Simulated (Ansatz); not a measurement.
**AlAsH2+ (doublet): wave-function methods side by side, cc-pVDZ**

How much of the correlation energy of AlAsH2+ (doublet) does each wave-function method recover here?

Computed with Ansatz 0.2.0, Gaussian basis. Level: cc-pVDZ, core rule «outside noble gas», up to 19 orbitals frozen.

The runs, in order: UHF; CCSD(T) on ROHF; CCSD(T) on UHF; BCCD(T) on ROHF; CISD; CCSDT(Q) on ROHF; CCSDT(Q) on UHF; CCSDTQ on ROHF.

12 further runs of the same task are left out: 9 for a known fault of the program, 3 set aside as unsound or not needed.

### 1 The system

The geometry is a PBE0/def2-TZVP stationary point (not a proven minimum) of the parent state, kept for this charge and spin. No spin-orbit coupling is included. The filled d shell of As may be among the frozen orbitals whatever the setting's name suggests; the logs give the count.

4 atoms, charge 1, spin multiplicity 2.

Atoms are counted from 1 here; the program's logs count them from 0.

Bond lengths: Al1–As2 2.435 Å, Al1–H3 1.589 Å, Al1–H4 1.589 Å. Angles: As2–Al1–H3 120.0°, As2–Al1–H4 120.0°, H3–Al1–H4 120.0°.

Coordinates:

```xyz
4

Al    0.0000    0.0000    1.7403
As    0.0000    0.0000   -0.6949
H     0.0000    1.3758    2.5343
H     0.0000   -1.3758    2.5343
```

### 2 UHF

in.yaml reads:

```yaml
crystal:
  periodic: [false, false, false]
  atoms:
    - {symbol: Al, position_ang: [0.000000, 0.000000, 1.740252]}
    - {symbol: As, position_ang: [0.000000, 0.000000, -0.694906]}
    - {symbol: H, position_ang: [0.000000, 1.375836, 2.534270]}
    - {symbol: H, position_ang: [0.000000, -1.375836, 2.534270]}
basis:
  gaussian: {orbitals: cc-pVDZ}
total_charge: 1
magnetization: {spin_polarized: true, initial_magnetization: 1}
hamiltonian: {xc: hf}
output: {orbitals: {seedname: orbitals}}
```

Command:

```sh
$ ansatz run in.yaml --threads 1 --pin off --events-out ev --progress --plain --max-ram 3968MiB --backend cpu
```

After this run come: CCSD(T) on ROHF; CCSD(T) on UHF; BCCD(T) on ROHF; CISD; CCSDT(Q) on ROHF; CCSDT(Q) on UHF; CCSDTQ on ROHF.

Before running them: what should the planned runs give, taken together? Wanted: RCCSDTQ below the RHF energy; RMP2 from RCCSDTQ; UMP2 from RCCSDTQ; RCCSD from RCCSDTQ; RCCSD(T) from RCCSDTQ; UCCSD(T) from RCCSDTQ; RCCSDT(Q) from RCCSDTQ; UCCSDT(Q) from RCCSDTQ; T1 diagnostic.

As calculated:

| quantity | value |
| --- | --- |
| RCCSDTQ below the RHF energy | -4.5085 eV |
| RMP2 from RCCSDTQ | +1180.6 meV |
| UMP2 from RCCSDTQ | +1226.5 meV |
| RCCSD from RCCSDTQ | +146.9 meV |
| RCCSD(T) from RCCSDTQ | +44.0 meV |
| UCCSD(T) from RCCSDTQ | +47.7 meV |
| RCCSDT(Q) from RCCSDTQ | +1.4 meV |
| UCCSDT(Q) from RCCSDTQ | -0.3 meV |
| levels within 1 kcal/mol (43 meV) | RCCSDT, UCCSDT, RCCSDT(Q), UCCSDT(Q) |
| T1 diagnostic | 0.029 |

What this shows: RCCSD(T) misses by +44.0 meV, 1.0 % of the correlation energy. These misses are within one basis, not against nature; the frozen cores of restricted and unrestricted runs differ, which can shift their rows.
